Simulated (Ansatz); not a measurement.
# ClFH4O2Si2: the cost of one run

Program: Ansatz 0.2.0, Gaussian basis. Level of theory: functionals in def2-TZVPP, the program's frozen cores in correlated methods. These are calculated values, not measurements.

The runs, in order: PBE-D4, r2SCAN-D4, PBE0-D4, B3LYP-D4, ωB97X-V, ωB97M-V, B2PLYP; CCSD(T)/def2-TZVPP; MP2/def2-QZVPP; extrapolation to the limit.

## 1. The geometry

An earlier PBE0-D4 in a triple-zeta def2 set relaxation fixed the geometry.

SMILES `O[SiH](F)O[SiH2]Cl`, 10 atoms, charge 0, spin multiplicity 1.

Atoms are counted from 1 here; the program's logs count them from 0.

Bond lengths: O1–Si2 1.618 Å, O1–H7 0.958 Å, Si2–F3 1.591 Å, Si2–O4 1.624 Å, Si2–H8 1.465 Å, O4–Si5 1.625 Å, Si5–Cl6 2.049 Å, Si5–H9 1.476 Å, Si5–H10 1.477 Å. Angles: Si2–O1–H7 120.2°, O1–Si2–F3 110.7°, O1–Si2–O4 110.6°, O1–Si2–H8 107.7°, F3–Si2–O4 106.8°, F3–Si2–H8 109.0°, O4–Si2–H8 112.2°, Si2–O4–Si5 147.9°, O4–Si5–Cl6 110.0°, O4–Si5–H9 108.4°, O4–Si5–H10 110.1°, Cl6–Si5–H9 108.1°, Cl6–Si5–H10 107.7°, H9–Si5–H10 112.4°.

## 2. PBE-D4 (GGA)

File in.yaml:

```yaml
crystal:
  periodic: [false, false, false]
  atoms:
    - {symbol: O, position_ang: [-1.850786, 1.714331, 0.587952]}
    - {symbol: Si, position_ang: [-0.322483, 1.185958, 0.526562]}
    - {symbol: F, position_ang: [0.533522, 2.061548, -0.488626]}
    - {symbol: O, position_ang: [-0.269709, -0.344953, -0.013481]}
    - {symbol: Si, position_ang: [0.635757, -1.592869, -0.527679]}
    - {symbol: Cl, position_ang: [2.405590, -1.647713, 0.503063]}
    - {symbol: H, position_ang: [-2.416123, 1.643139, -0.182307]}
    - {symbol: H, position_ang: [0.248945, 1.318670, 1.869152]}
    - {symbol: H, position_ang: [-0.095315, -2.844669, -0.250469]}
    - {symbol: H, position_ang: [0.955801, -1.432843, -1.960969]}
basis:
  gaussian: {orbitals: def2-TZVPP}
hamiltonian: {xc: pbe, dispersion: d4}
output: {forces: true, orbitals: {seedname: orbitals}}
```

Started as:

```sh
$ ansatz run in.yaml --threads 4 --pin off --events-out ev --progress --plain --max-ram 10444MiB
```

What time and memory should one allow on 4 threads of Arm Neoverse N1, shared host?

About 5.5 s, with a peak of 0.42 GiB.
